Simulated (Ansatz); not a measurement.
# C2F4O (trifluoroacetyl fluoride) at BLYP-D3(BJ)-ATM/pcseg-2 (sfX2C, start density atoms)

What is the energy difference between two shapes of C2F4O (trifluoroacetyl fluoride) at BLYP-D3(BJ)-ATM/pcseg-2 (sfX2C, start density atoms)? 

Program for the calculation: Ansatz 0.2.0.

8 further runs of the same task are left out: 2 for a known fault of the program, 1 that didn't finish, 5 set aside as unsound or not needed.

## (1) The molecule

C2F4O has 7 atoms, charge 0, and is taken as a singlet. SMILES: `O=C(F)C(F)(F)F`. Geometry: relaxed at PBE0-D4/def2-TZVP.

Bond lengths: O1–C2 1.172 Å, C2–F3 1.326 Å, C2–C4 1.542 Å, C4–F5 1.330 Å, C4–F6 1.330 Å, C4–F7 1.318 Å. Angles: O1–C2–F3 124.0°, O1–C2–C4 126.4°, F3–C2–C4 109.5°, C2–C4–F5 109.8°, C2–C4–F6 109.8°, C2–C4–F7 110.2°, F5–C4–F6 108.7°, F5–C4–F7 109.1°, F6–C4–F7 109.1°.

## (2) A single-point energy at BLYP-D3(BJ)-ATM/pcseg-2 (sfX2C, start density atoms)

File molecule.yaml:

```yaml
crystal:
  periodic: [false, false, false]
  atoms:
    - {symbol: O, position_ang: [1.061180, -1.396170, 0.701140]}
    - {symbol: C, position_ang: [0.088980, -0.798110, 0.435150]}
    - {symbol: F, position_ang: [-1.136840, -1.201010, 0.739860]}
    - {symbol: C, position_ang: [0.018150, 0.551850, -0.306440]}
    - {symbol: F, position_ang: [-0.697880, 0.418270, -1.418740]}
    - {symbol: F, position_ang: [-0.564330, 1.461580, 0.468830]}
    - {symbol: F, position_ang: [1.230750, 0.963590, -0.619810]}
basis:
  gaussian:
    orbitals: pcseg-2.json
output: {orbitals: {seedname: orbitals}}
hamiltonian:
  xc: {name: BLYP}
  dispersion: d3bjatm
  pseudopotentials: {relativity: scalar}
```

The basis set pcseg-2 is read from a file made from the Basis Set Exchange's data (not shown).

Run with:

```bash
ansatz run molecule.yaml --threads 1 --pin off --max-ram 3480MiB --events-out events.jsonl --progress --plain --runs-dir runs
```

The log of the run:

```text
Warning: RAYON_NUM_THREADS=1 ignored (pool sized by the plan → 1); use --threads N
Functional definition: BLYP
  name "BLYP"
  parameter beta = 0.0042
  parameter a = 0.04918
  parameter b = 0.132
  parameter c = 0.2533
  parameter d = 0.349
  exchange = b88_x(beta = beta)
  correlation = lyp_c(a = a, b = b, c = c, d = d)
1094 factors; their error is unknown
mean field evaluation 1: about -14998.2869 eV, gradient 6.7e1 eV
mean field evaluation 2: about -14968.4874 eV, gradient 1.4e2 eV
mean field evaluation 4: about -15004.5274 eV, gradient 1.0e1 eV
mean field evaluation 8: about -15004.6712 eV, gradient 4.5e-2 eV
mean field evaluation 16: about -15004.6064 eV, gradient 8.0e-5 eV
mean field -15004.60638638 eV, -551.4091142119 hartree, gradient 8.0e-5 eV, S^2 0.000000; 0 other end points of the search recorded, 0 dependent functions left out
reference -15004.60666631 eV, -551.4091244992 hartree; 28, 28 occupied and 182, 182 virtual orbitals, 1094 factors
Total energy: -15004.83909657 eV, -551.4176661537 hartree
Relativity: scalar
```

It took 4.5 s on 1 thread of Arm Neoverse V2, shared host; peak memory 0.23 GiB.

## (3) The distorted shape, same level

File molecule.yaml:

```yaml
crystal:
  periodic: [false, false, false]
  atoms:
    - {symbol: O, position_ang: [0.939830, -1.306330, 0.708458]}
    - {symbol: C, position_ang: [0.028572, -0.713258, 0.441586]}
    - {symbol: F, position_ang: [-1.063618, -1.229760, 0.527311]}
    - {symbol: C, position_ang: [0.048576, 0.575390, -0.359389]}
    - {symbol: F, position_ang: [-0.665109, 0.230119, -1.389961]}
    - {symbol: F, position_ang: [-0.499731, 1.388335, 0.629530]}
    - {symbol: F, position_ang: [1.346146, 0.854075, -0.703597]}
basis:
  gaussian:
    orbitals: pcseg-2.json
output: {orbitals: {seedname: orbitals}}
hamiltonian:
  xc: {name: BLYP}
  dispersion: d3bjatm
  pseudopotentials: {relativity: scalar}
```

The basis set pcseg-2 is read from a file made from the Basis Set Exchange's data (not shown).

Run with:

```bash
ansatz run molecule.yaml --threads 1 --pin off --max-ram 3480MiB --events-out events.jsonl --progress --plain --runs-dir runs
```

The log of the run, shortened:

```text
Warning: RAYON_NUM_THREADS=1 ignored (pool sized by the plan → 1); use --threads N
[... 9 set-up lines as earlier in the session ...]
1094 factors; their error is unknown
mean field evaluation 1: about -14995.6510 eV, gradient 7.1e1 eV
mean field evaluation 2: about -14966.5685 eV, gradient 1.4e2 eV
mean field evaluation 4: about -15002.7491 eV, gradient 1.0e1 eV
mean field evaluation 8: about -15002.8955 eV, gradient 8.5e-2 eV
mean field evaluation 16: about -15002.8267 eV, gradient 2.3e-4 eV
mean field -15002.82670519 eV, -551.3437121346 hartree, gradient 4.5e-5 eV, S^2 0.000000; 0 other end points of the search recorded, 0 dependent functions left out
reference -15002.82698493 eV, -551.3437224149 hartree; 28, 28 occupied and 182, 182 virtual orbitals, 1094 factors
Total energy: -15003.06470374 eV, -551.3524584199 hartree
Relativity: scalar
```

Wall time 6 s (1 thread of Arm Neoverse V2, shared host); peak memory 0.24 GiB.

## (4) Results

At BLYP-D3(BJ)-ATM/pcseg-2 (sfX2C, start density atoms):

| quantity | value |
| --- | --- |
| first shape: total energy | -551.41767 Eh |
| first shape: HOMO energy | -8.31 eV |
| first shape: LUMO energy | -2.92 eV |
| first shape: HOMO–LUMO gap | 5.39 eV |
| first shape: dispersion energy | -22.43 kJ/mol |
| distorted shape: total energy | -551.35246 Eh |
| distorted shape: HOMO energy | -7.44 eV |
| distorted shape: LUMO energy | -1.69 eV |
| distorted shape: HOMO–LUMO gap | 5.75 eV |
| distorted shape: dispersion energy | -22.94 kJ/mol |
| energy change with the atoms displaced | 1.774 eV |

**Reading.** With the atoms displaced the energy rises by 1.77 eV (41 kcal/mol). The first shape isn't relaxed at this level, so the change isn't measured from a minimum.
